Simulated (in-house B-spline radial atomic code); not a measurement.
# Co⁷⁺: binding energies from hole states

How much more does a second hole in Co⁷⁺ cost because of the first?

Method: Dirac-Hartree-Fock, average of configuration, Fermi nucleus, basis-set limit. Code: in-house B-spline radial atomic code version 1.

## Step 1: Starting point

| Item | Value |
| --- | --- |
| element | cobalt (Z = 27) |
| charge | +7 |
| electrons | 20 |
| configuration | [Ar] 3d2 |
| Hamiltonian | Dirac-Coulomb |
| nucleus | Fermi, rms radius 3.788 fm |

The outer shells:

[Ar] 3d2
```
[Ar] core
3d [↑ ][↑ ][  ][  ][  ]
```

The boxes draw the filling by Hund's rule, which heavy ions in jj coupling don't follow; these runs average over all states of the configuration.

Settings of the run:

```ini
Z = 27
electrons = 20.0
configuration = [Ar] 3d2
hamiltonian = dirac
method = hf
spin_polarised = False
nucleus = fermi
rms_radius = 3.7875
mass_number = 59
atomic_mass = 58.933193524
speed_of_light = 137.035999084
```

The reference is known from an earlier run: -1376.922740 hartree in all. Up to eight levels, counted from the top:

```csv
orbital,occupation,energy (eV),<r> (bohr)
2s1/2,2,-1120.59,0.2535
2p1/2,2,-987.81,0.2220
2p3/2,4,-972.77,0.2250
3s1/2,2,-263.90,0.7283
3p1/2,2,-219.14,0.7428
3p3/2,4,-216.84,0.7494
3d3/2,0.8,-156.38,0.7500
3d5/2,1.2,-156.08,0.7519
```

Single holes known from earlier runs (ΔSCF): 1s 7897.74 eV, 2s 1109.59 eV, 2p1/2 975.17 eV, 2p3/2 960.34 eV, 3s 262.32 eV, 3p1/2 217.53 eV, 3p3/2 215.27 eV.

## Step 2: The 3s and 3p1/2 holes

In configurations, a minus sign after the shell means j = l − 1/2 and a plus sign j = l + 1/2; the count of electrons follows.

Changes to the settings of step 1:

```diff
@@ -1,4 +1,4 @@
 Z = 27
-electrons = 20.0
-configuration = [Ar] 3d2
+electrons = 18.0
+configuration = 1s2 2s2 2p6 3s1 3p-1 3p+4 3d2
 hamiltonian = dirac
```

Main fields of the result record, rounded:

```text
{
  "status": "converged",
  "iterations": 9,
  "energy [hartree]": {"total": -1358.29756734, "kinetic": 1379.82959955, "nuclear": -3110.42463574, "coulomb": 421.281387664, "exact_exchange": -48.9839188204},
  "breit [hartree]": {"gaunt": 0.5764834, "retardation": -0.05127565, "frequency_dependence": -0.001572829},
  "qed [hartree]": {"self_energy": 0.3866752, "uehling": -0.03340738, "wichmann_kroll": 0.0002192318},
  "recoil [hartree]": 0.009802365,
  "total_with_corrections [hartree]": -1357.41064304,
  "orbitals [hartree, bohr; first row names the columns]": [
    ["name", "occ", "eps", "<r>"],
    ["1s1/2", 2.0, -294.37326, 0.05616],
    ["2s1/2", 2.0, -43.804419, 0.25342],
    ["2p1/2", 2.0, -38.944795, 0.22188],
    ["2p3/2", 4.0, -38.448904, 0.22431],
    ["3s1/2", 1.0, -11.847041, 0.70669],
    ["3p1/2", 1.0, -10.186408, 0.71369],
    ["3p3/2", 4.0, -10.029626, 0.72101],
    ["3d3/2", 0.8, -7.8577589, 0.69718],
    ["3d5/2", 1.2, -7.9344823, 0.69812]
  ],
  "sum_r [bohr^k]": {"-1": 115.2011, "1": 7.660068, "2": 5.23197},
  "energy_minus_base [hartree]": 18.6251724,
  "energy_minus_base_with_corrections [hartree]": 18.6148109
}
```

It took 0.91 s on 1 thread, shared host.

energy_minus_base is the energy less that of the reference run.

## Step 3: The 1s and 2p3/2 holes

Changes to the settings of step 2:

```diff
@@ -2,3 +2,3 @@
 electrons = 18.0
-configuration = 1s2 2s2 2p6 3s1 3p-1 3p+4 3d2
+configuration = 1s1 2s2 2p-2 2p+3 3s2 3p6 3d2
 hamiltonian = dirac
```

Main fields:

```text
{
  "status": "converged",
  "iterations": 9,
  "energy [hartree]": {"total": -1047.24221844, "kinetic": 1063.58514594, "nuclear": -2428.60687229, "coulomb": 348.633974896, "exact_exchange": -30.8544669974},
  "breit [hartree]": {"gaunt": 0.2127182, "retardation": -0.02843327, "frequency_dependence": -0.0007343641},
  "qed [hartree]": {"self_energy": 0.2254508, "uehling": -0.01927596, "wichmann_kroll": 0.0001264844},
  "recoil [hartree]": 0.008089724,
  "total_with_corrections [hartree]": -1046.84427685,
  "orbitals [hartree, bohr; first row names the columns]": [
    ["name", "occ", "eps", "<r>"],
    ["1s1/2", 1.0, -310.11439, 0.055744],
    ["2s1/2", 2.0, -47.480691, 0.2442],
    ["2p1/2", 2.0, -43.700614, 0.20988],
    ["2p3/2", 3.0, -43.103095, 0.21533],
    ["3s1/2", 2.0, -12.574283, 0.67519],
    ["3p1/2", 2.0, -10.992734, 0.67089],
    ["3p3/2", 4.0, -10.857151, 0.67616],
    ["3d3/2", 0.8, -8.5831157, 0.64196],
    ["3d5/2", 1.2, -8.5394144, 0.64592]
  ],
  "sum_r [bohr^k]": {"-1": 89.94851, "1": 8.295375, "2": 5.606526},
  "energy_minus_base [hartree]": 329.680521,
  "energy_minus_base_with_corrections [hartree]": 329.181177
}
```

It took 0.94 s on 1 thread, shared host.

Radial density 4πr²n(r) and radial functions P(r) = rR(r):

```csv
r (bohr),4πr²n,1s1/2,2p3/2,3d5/2
0.00347,1.069,0.9197,0.0075,0.0000
0.00490,1.946,1.2412,0.0146,0.0000
0.00690,3.418,1.6449,0.0280,0.0001
0.00973,5.755,2.1346,0.0535,0.0003
0.0137,9.089,2.6824,0.1002,0.0008
0.0193,13.18,3.2278,0.1839,0.0020
0.0273,17.05,3.6560,0.3300,0.0054
0.0384,18.97,3.7902,0.5627,0.0135
0.0542,18.51,3.4779,0.9103,0.0333
0.0764,18.86,2.6911,1.3574,0.0776
0.108,25.13,1.6355,1.8184,0.1702
0.152,33.75,0.7270,2.0921,0.3390
0.214,31.09,0.2166,1.9712,0.6049
0.302,17.73,0.0436,1.4145,0.9390
0.425,14.61,0.0066,0.7124,1.2103
0.599,17.97,-0.0021,0.2313,1.2336
0.845,10.42,-0.0030,0.0510,0.9264
1.19,2.111,-0.0013,0.0108,0.4654
1.68,0.1119,-0.0003,0.0020,0.1317
2.37,0.001071,0.0000,0.0002,0.0166
```

Clear maxima of the radial density (full grid of the record): 0.038, 0.18, 0.60 bohr.

## Step 4: The 2p1/2 and 3p3/2 holes

Changes to the settings of step 3:

```diff
@@ -2,3 +2,3 @@
 electrons = 18.0
-configuration = 1s1 2s2 2p-2 2p+3 3s2 3p6 3d2
+configuration = 1s2 2s2 2p-1 2p+4 3s2 3p-2 3p+3 3d2
 hamiltonian = dirac
```

Main fields:

```text
{
  "status": "converged",
  "iterations": 9,
  "energy [hartree]": {"total": -1331.81536282, "kinetic": 1352.7868211, "nuclear": -3037.60383068, "coulomb": 398.791006731, "exact_exchange": -45.7893599773},
  "breit [hartree]": {"gaunt": 0.5393382, "retardation": -0.04704262, "frequency_dependence": -0.001525623},
  "qed [hartree]": {"self_energy": 0.3916129, "uehling": -0.03377323, "wichmann_kroll": 0.0002216141},
  "recoil [hartree]": 0.009848208,
  "total_with_corrections [hartree]": -1330.95668332,
  "orbitals [hartree, bohr; first row names the columns]": [
    ["name", "occ", "eps", "<r>"],
    ["1s1/2", 2.0, -297.11245, 0.056102],
    ["2s1/2", 2.0, -45.135193, 0.25039],
    ["2p1/2", 1.0, -40.916728, 0.22043],
    ["2p3/2", 4.0, -40.129808, 0.22117],
    ["3s1/2", 2.0, -12.080071, 0.69432],
    ["3p1/2", 2.0, -10.467153, 0.69713],
    ["3p3/2", 3.0, -10.449871, 0.70109],
    ["3d3/2", 0.8, -8.2274627, 0.67281],
    ["3d5/2", 1.2, -8.2136978, 0.67017]
  ],
  "sum_r [bohr^k]": {"-1": 112.504, "1": 7.946735, "2": 5.447485},
  "energy_minus_base [hartree]": 45.1073769,
  "energy_minus_base_with_corrections [hartree]": 45.0687706
}
```

It took 0.92 s on 1 thread, shared host.

## Step 5: The 2s and 2p1/2 holes

Changes to the settings of step 4:

```diff
@@ -2,3 +2,3 @@
 electrons = 18.0
-configuration = 1s2 2s2 2p-1 2p+4 3s2 3p-2 3p+3 3d2
+configuration = 1s2 2s1 2p-1 2p+4 3s2 3p6 3d2
 hamiltonian = dirac
```

Main fields:

```text
{
  "status": "converged",
  "iterations": 9,
  "energy [hartree]": {"total": -1297.702224, "kinetic": 1317.3859528, "nuclear": -2953.27720662, "coulomb": 380.485319449, "exact_exchange": -42.2962896349},
  "breit [hartree]": {"gaunt": 0.5186822, "retardation": -0.04691371, "frequency_dependence": -0.001670329},
  "qed [hartree]": {"self_energy": 0.3746137, "uehling": -0.03236057, "wichmann_kroll": 0.0002123754},
  "recoil [hartree]": 0.009460967,
  "total_with_corrections [hartree]": -1296.88019937,
  "orbitals [hartree, bohr; first row names the columns]": [
    ["name", "occ", "eps", "<r>"],
    ["1s1/2", 2.0, -299.2742, 0.056116],
    ["2s1/2", 1.0, -46.627169, 0.25007],
    ["2p1/2", 1.0, -42.19806, 0.21783],
    ["2p3/2", 4.0, -41.42435, 0.21813],
    ["3s1/2", 2.0, -12.413569, 0.6818],
    ["3p1/2", 2.0, -10.774125, 0.68174],
    ["3p3/2", 4.0, -10.731318, 0.68637],
    ["3d3/2", 0.8, -8.5508642, 0.64841],
    ["3d5/2", 1.2, -8.5840149, 0.64581]
  ],
  "sum_r [bohr^k]": {"-1": 109.3808, "1": 8.218912, "2": 5.678686},
  "energy_minus_base [hartree]": 79.2205157,
  "energy_minus_base_with_corrections [hartree]": 79.1452546
}
```

Wall time 0.95 s (1 thread, shared host).

## Step 6: The 1s and 3p1/2 holes

Changes to the settings of step 5:

```diff
@@ -2,3 +2,3 @@
 electrons = 18.0
-configuration = 1s2 2s1 2p-1 2p+4 3s2 3p6 3d2
+configuration = 1s1 2s2 2p6 3s2 3p-1 3p+4 3d2
 hamiltonian = dirac
```

Main fields:

```text
{
  "status": "converged",
  "iterations": 9,
  "energy [hartree]": {"total": -1077.21295003, "kinetic": 1093.21236789, "nuclear": -2505.13115603, "coulomb": 368.956090785, "exact_exchange": -34.2502526806},
  "breit [hartree]": {"gaunt": 0.2348628, "retardation": -0.03034861, "frequency_dependence": -0.0009037274},
  "qed [hartree]": {"self_energy": 0.2250177, "uehling": -0.01916838, "wichmann_kroll": 0.000125787},
  "recoil [hartree]": 0.008261448,
  "total_with_corrections [hartree]": -1076.79510302,
  "orbitals [hartree, bohr; first row names the columns]": [
    ["name", "occ", "eps", "<r>"],
    ["1s1/2", 1.0, -307.38223, 0.05579],
    ["2s1/2", 2.0, -46.179371, 0.24653],
    ["2p1/2", 2.0, -41.888546, 0.2135],
    ["2p3/2", 4.0, -41.318353, 0.216],
    ["3s1/2", 2.0, -12.190275, 0.68834],
    ["3p1/2", 1.0, -10.720344, 0.68646],
    ["3p3/2", 4.0, -10.548796, 0.69373],
    ["3d3/2", 0.8, -8.1633941, 0.66862],
    ["3d5/2", 1.2, -8.2406979, 0.66973]
  ],
  "sum_r [bohr^k]": {"-1": 92.78274, "1": 8.016483, "2": 5.393183},
  "energy_minus_base [hartree]": 299.70979,
  "energy_minus_base_with_corrections [hartree]": 299.230351
}
```

Run time: 0.92 s. Hardware: 1 thread, shared host.

## Step 7: The 1s and 1s holes

Changes to the settings of step 6:

```diff
@@ -2,3 +2,3 @@
 electrons = 18.0
-configuration = 1s1 2s2 2p6 3s2 3p-1 3p+4 3d2
+configuration = 2s2 2p6 3s2 3p6 3d2
 hamiltonian = dirac
```

Main fields:

```text
{
  "status": "converged",
  "iterations": 9,
  "energy [hartree]": {"total": -781.987869977, "kinetic": 792.062844674, "nuclear": -1883.37116942, "coulomb": 345.208975702, "exact_exchange": -35.8885209322},
  "breit [hartree]": {"gaunt": 0.1167923, "retardation": -0.004176644, "frequency_dependence": -1.395706e-05},
  "qed [hartree]": {"self_energy": 0.05160315, "uehling": -0.003937181, "wichmann_kroll": 2.586188e-05},
  "recoil [hartree]": 0.006773187,
  "total_with_corrections [hartree]": -781.820803241,
  "orbitals [hartree, bohr; first row names the columns]": [
    ["name", "occ", "eps", "<r>"],
    ["2s1/2", 2.0, -48.526742, 0.24091],
    ["2p1/2", 2.0, -44.965978, 0.2054],
    ["2p3/2", 4.0, -44.252178, 0.20844],
    ["3s1/2", 2.0, -12.678994, 0.66957],
    ["3p1/2", 2.0, -11.117609, 0.66327],
    ["3p3/2", 4.0, -10.999831, 0.66948],
    ["3d3/2", 0.8, -8.5517081, 0.64154],
    ["3d5/2", 1.2, -8.5328076, 0.64341]
  ],
  "sum_r [bohr^k]": {"-1": 69.75451, "1": 8.355279, "2": 5.541333},
  "energy_minus_base [hartree]": 594.93487,
  "energy_minus_base_with_corrections [hartree]": 594.204651
}
```

Wall time 0.86 s (1 thread, shared host).

## Step 8: Binding energies

| two holes | ΔSCF (eV) | less the two single holes (eV) |
| --- | --- | --- |
| 3s and 3p1/2 | 506.82 | 26.97 |
| 1s and 2p3/2 | 8971.06 | 112.98 |
| 2p1/2 and 3p3/2 | 1227.43 | 37.00 |
| 2s and 2p1/2 | 2155.70 | 70.94 |
| 1s and 3p1/2 | 8155.52 | 40.24 |
| 1s and 1s | 16189.0 | 393.51 |

What this shows: Two holes cost more than the sum of each, because the second electron leaves a more charged ion. The excess runs from 27.0 eV (3s and 3p1/2) to 393.5 eV (1s and 1s); it tends to be largest where both holes are compact. Values are for the free ion, measured from the vacuum level.
